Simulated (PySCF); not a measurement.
**C6H8BF: electronic excitations**

What electronic excitations should C6H8BF (`FB[C@H]1CCC12C=C2`) show?

The runs use PySCF 2.14.0, with density-fitted response routines of our own; the level of theory stands in each step. All values are computed, except where a source is named. Atoms are numbered from 0 throughout.

### 1 The starting structure

16 atoms, charge 0, multiplicity 1; geometry from: GFN2-xTB.

Bonds of the start (Å): F0–B1 1.32, B1–C2 1.57, C2–C3 1.55, C3–C4 1.54, C4–C5 1.52, C5–C6 1.49, C6–C7 1.31, C5–C2 1.55, C7–C5 1.49, B1–H8 1.18, C2–H9 1.09, C3–H10 1.09, C3–H11 1.09, C4–H12 1.09, C4–H13 1.09, C6–H14 1.06, C7–H15 1.06.

### 2 Ultraviolet spectrum: PBE0/def2-SVPD

Job settings and geometry (Å):

```
{"job": {"kind": "uv", "xc": "PBE0", "basis": "def2-SVPD", "nstates": 8, "ntriplets": 3}, "charge": 0, "multiplicity": 1}
F     -0.272093     2.648288     1.204729
B     -0.978288     1.643511     0.720156
C     -0.398503     0.190921     0.851162
C     -1.233673    -1.003003     0.335003
C     -0.227677    -1.261133    -0.799666
C      0.640650    -0.136943    -0.255427
C      2.124428    -0.061190    -0.162756
C      1.559318     0.782300    -0.983795
H     -1.973524     1.933923     0.165557
H      0.031816     0.016215     1.840943
H     -2.231323    -0.733515    -0.003520
H     -1.310920    -1.821985     1.046193
H     -0.622480    -1.074705    -1.797890
H      0.241404    -2.244546    -0.788136
H      3.000516    -0.449035     0.296796
H      1.642752     1.579843    -1.680759
```

Level: TDDFT PBE0/def2-SVPD, vertical, gas phase, core orbitals frozen in the response.

On the command line:

```sh
OMP_NUM_THREADS=1 python probes_run.py task.json out
```

One launch serves the whole session: the jobs run in the order shown.

Predict these results of the whole session: lowest singlet (PBE0/def2-SVPD); brightest single state of those computed; lowest triplet.

**Answer**, as computed:

| quantity | value |
| --- | --- |
| lowest singlet (PBE0/def2-SVPD) | 5.25 eV (236 nm), f = 0.031 |
| brightest single state of those computed | state 4, 6.14 eV, f = 0.048 |
| lowest triplet | 4.01 eV |

The first singlet state (HOMO→LUMO 0.84, HOMO−1→LUMO 0.12) lies at 5.25 eV and is weak; of the 8 states computed, the strongest absorption comes from states 7 to 8 together at 7.03 eV (the last computed, so partners may be missing). The lowest triplet lies 1.24 eV below the lowest singlet (triplets in Tamm-Dancoff, singlets in full TDDFT).
